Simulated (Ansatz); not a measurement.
This script for a relaxation of cell and ions of P, space group R-3m with Ansatz 0.2.0, Python API holds a mistake.

The script, `vcrelax_p.py`:
```python
# -*- coding: utf-8 -*-
import warnings

import ansatz as az
from ase import Atoms
from ase.data import atomic_numbers
from ase.io import write
from ase.neighborlist import neighbor_list
import matplotlib.pyplot as plt
import numpy as np
import spglib

SETTINGS = {
    'mesh': (6, 6, 6),
    'filling': 'fixed',
    'xc': 'pbesol',
}

def edges_and_angles(cell):
    cell = np.asarray(cell)
    a, b, c = np.linalg.norm(cell, axis=1)
    cosines = cell[1] @ cell[2] / (b * c), cell[0] @ cell[2] / (a * c), cell[0] @ cell[1] / (a * b)
    return (a, b, c, *np.degrees(np.arccos(cosines)))

warnings.simplefilter('ignore', az.DeckWarning)

material = (
    az.Lattice.from_parameters(3.45145, 3.45145, 9.38904, alpha=90, beta=90, gamma=120)
    .space_group(166)
    .atom('P', [1 / 3, 2 / 3, 0.89375])
    .primitive()
)

calculation = (
    material.calculation()
    .kpoints(*SETTINGS['mesh'])
    .occupations(SETTINGS['filling'])
    .functional(SETTINGS['xc'])
    .pseudopotentials('paw')
    .relax(fix_cell=['shape'], stress_tolerance=0.01)
)
steps = []


def collect(event):
    if event['event'] == 'relax_step':
        steps.append(event['data'])


outcome = calculation.session().plan().execute(on_event=collect)
report = outcome.report
for s in steps:
    flag = '' if s['accepted'] else '  (rejected)'
    print('step %2d  E = %.5f eV  largest force component = %.4f eV/A%s' % (s['step'], s['lagrangian_ev'], s['allowed_force_max_ev_ang'], flag))

first, last = steps[0], steps[-1]
symbols = [site.symbol for site in outcome.lattice.sites]
print(f'energy gained {first["lagrangian_ev"] - last["lagrangian_ev"]:.4f} eV in {len(steps) - 1} steps')
for label, vectors in (('before', first['cell_ang']), ('after', outcome.lattice.cell_ang)):
    print(label, 'a b c (A) {:.4f} {:.4f} {:.4f}  angles {:.2f} {:.2f} {:.2f}'.format(*edges_and_angles(vectors)), f' V = {abs(np.linalg.det(vectors)):.3f} A^3')
print('final stress xx yy zz (GPa, compression positive):', np.round(np.diag(report['stress_gpa']), 3) + 0.0)

final = Atoms(symbols, positions=last['positions_ang'], cell=outcome.lattice.cell_ang, pbc=True)
i, j, d = neighbor_list('ijd', final, 4.5)
print('neighbours within 1.1 times the shortest distance of each atom (A)')
for atom in range(len(final)):
    near = [m for m in np.argsort(d) if i[m] == atom]
    shell = [m for m in near if d[m] < 1.1 * d[near[0]]]
    print(f'{symbols[atom]}{atom} ({len(shell)}):', ', '.join(f'{symbols[j[m]]} {d[m]:.3f}' for m in shell))

fig, (top, bottom) = plt.subplots(2, 1, sharex=True, figsize=(4.5, 4))
top.plot([s['lagrangian_ev'] - last['lagrangian_ev'] for s in steps], 'o-')
top.set_ylabel('E - E(final) (eV)')
bottom.semilogy([max(s['allowed_force_max_ev_ang'], 1e-6) for s in steps], 's-')
bottom.set(xlabel='step', ylabel='largest force (eV/A)')
fig.tight_layout()
fig.savefig('relax.png', dpi=100)

fractions = [site.position_frac for site in outcome.lattice.sites]
numbers = [atomic_numbers[s] for s in symbols]
for tolerance in (1e-3, 1e-2, 1e-1):
    print(f'space group at {tolerance} A:', spglib.get_spacegroup((outcome.lattice.cell_ang, fractions, numbers), symprec=tolerance))

relaxed = Atoms(symbols, positions=[site.position_ang for site in outcome.lattice.sites], cell=outcome.lattice.cell_ang, pbc=True)
write('relaxed.extxyz', relaxed, format='extxyz')

print('%-22s %14.5f eV' % ('F = E - TS', report['free_energy_ev']))
print('%-22s %14.5f eV' % ('E', report['internal_energy_ev']))
print('%-22s %14.5f eV' % ('Harris-Foulkes', report['harris_foulkes_ev']))
print('%-22s %14.5f eV' % ('Fermi level', report['fermi_energy_ev']))
```

```console
$ python vcrelax_p.py
RunWarning: iter 1: σ=0 fill of 5 bands saw a band overlap (occupied 10.6304 eV > unoccupied 9.8808 eV) — on an unconverged iterate often a transient of an unconverged empty band; one that stands at [...]
RunWarning: a fill by count may have filled part of one level: at k-index 31 the highest filled band, 10.233160 eV, and the lowest empty band, 10.233160 eV, stand 5.329e-15 eV apart, within the [...]
RunWarning: the bands overlap at the fill by count (5 filled at each k-point of a channel): the highest filled level, 10.948914 eV at k-index 14, stands 0.7158 eV over the lowest empty one, 10.233160 [...]
step  1  E = -1480.11131 eV  largest force component = 0.1274 eV/A
step  2  E = -1480.11555 eV  largest force component = 0.0144 eV/A
step  3  E = -1480.11555 eV  largest force component = 0.0031 eV/A
step  4  E = -1480.11556 eV  largest force component = 0.0002 eV/A
step  5  E = -1480.11542 eV  largest force component = 0.0002 eV/A
step  6  E = -1480.11542 eV  largest force component = 0.0000 eV/A
step  7  E = -1480.11542 eV  largest force component = 0.0000 eV/A
energy gained 0.0041 eV in 6 steps
before a b c (A) 3.7102 3.7102 3.7102  angles 55.44 55.44 55.44  V = 32.287 A^3
after a b c (A) 3.6858 3.6858 3.6858  angles 55.44 55.44 55.44  V = 31.655 A^3
final stress xx yy zz (GPa, compression positive): [ 1.357  1.357 -2.716]
neighbours within 1.1 times the shortest distance of each atom (A)
P0 (3): P 2.290, P 2.290, P 2.290
P1 (3): P 2.290, P 2.290, P 2.290
space group at 0.001 A: R-3m (166)
space group at 0.01 A: R-3m (166)
space group at 0.1 A: R-3m (166)
F = E - TS                -1480.11542 eV
E                         -1480.11542 eV
Harris-Foulkes            -1480.11542 eV
Fermi level                  10.95097 eV
```
(Warnings from the package without file and line, shortened, repeats left out.)

The script ran to its end, but the result can't be trusted. Why?

The fault: fixed occupations, though the bands overlap at this level of theory. Mended:

```diff
--- before
+++ after
@@ -14,3 +14,4 @@
     'mesh': (6, 6, 6),
-    'filling': 'fixed',
+    'filling': 'fermi_dirac',
+    'smearing_width': 0.05,
     'xc': 'pbesol',
@@ -36,3 +37,3 @@
     .kpoints(*SETTINGS['mesh'])
-    .occupations(SETTINGS['filling'])
+    .occupations(SETTINGS['filling'], width=SETTINGS['smearing_width'])
     .functional(SETTINGS['xc'])
```

After the fix:

`python vcrelax_p.py` gives:
```text
step  1  E = -1480.14894 eV  largest force component = 0.0707 eV/A
step  2  E = -1480.15702 eV  largest force component = 0.0066 eV/A
step  3  E = -1480.15759 eV  largest force component = 0.0012 eV/A
step  4  E = -1480.15760 eV  largest force component = 0.0003 eV/A
step  5  E = -1480.15740 eV  largest force component = 0.0002 eV/A
step  6  E = -1480.15740 eV  largest force component = 0.0000 eV/A
step  7  E = -1480.15740 eV  largest force component = 0.0000 eV/A
energy gained 0.0085 eV in 6 steps
before a b c (A) 3.7102 3.7102 3.7102  angles 55.44 55.44 55.44  V = 32.287 A^3
after a b c (A) 3.6685 3.6685 3.6685  angles 55.44 55.44 55.44  V = 31.210 A^3
final stress xx yy zz (GPa, compression positive): [ 0.825  0.825 -1.651]
neighbours within 1.1 times the shortest distance of each atom (A)
P0 (3): P 2.284, P 2.284, P 2.284
P1 (3): P 2.284, P 2.284, P 2.284
space group at 0.001 A: R-3m (166)
space group at 0.01 A: R-3m (166)
space group at 0.1 A: R-3m (166)
F = E - TS                -1480.15740 eV
E                         -1480.15475 eV
Harris-Foulkes            -1480.15740 eV
Fermi level                  10.69150 eV
```

File `relaxed.extxyz` afterwards:
```text
2
Lattice="1.7063041852342289 0.9851351806643671 3.0944594778680616 -1.706304185234228 0.9851351806643671 3.0944594778680616 -2.485157201143934e-16 -1.9702703613287333 3.0944594778680616" Properties=species:S:1:pos:R:3 pbc="T T T"
P        0.00000000      -0.00000000       2.12446577
P        0.00000000       0.00000000       7.15891266
```

What to keep in mind:
- Absolute energies stand on the zero of these potentials, so only differences at equal settings mean something. A total without «per atom» is that of the cell as typed.
- For a metal this k-point mesh is coarse: on a finer one energies can move by several to tens of meV an atom and pressures by half a GPa or more, differences at one mesh by less.
- An absolute Fermi energy rests on an arbitrary zero of the periodic potential and has no direct meaning.
- Energies along a relaxation are free energies. Rows at an unchanged volume are solved on a plane-wave basis chosen afresh for that cell, so the energy jumps there and such rows are no steps of the walk.
- Edges and angles are those of the cell as typed, here a primitive one, not of the conventional cell.
- This isn't the structure that P takes at ambient conditions.
- Timing: 7.5 s on 1 thread of Arm Neoverse V1, with other jobs on the host, peak memory 0.42 GiB.
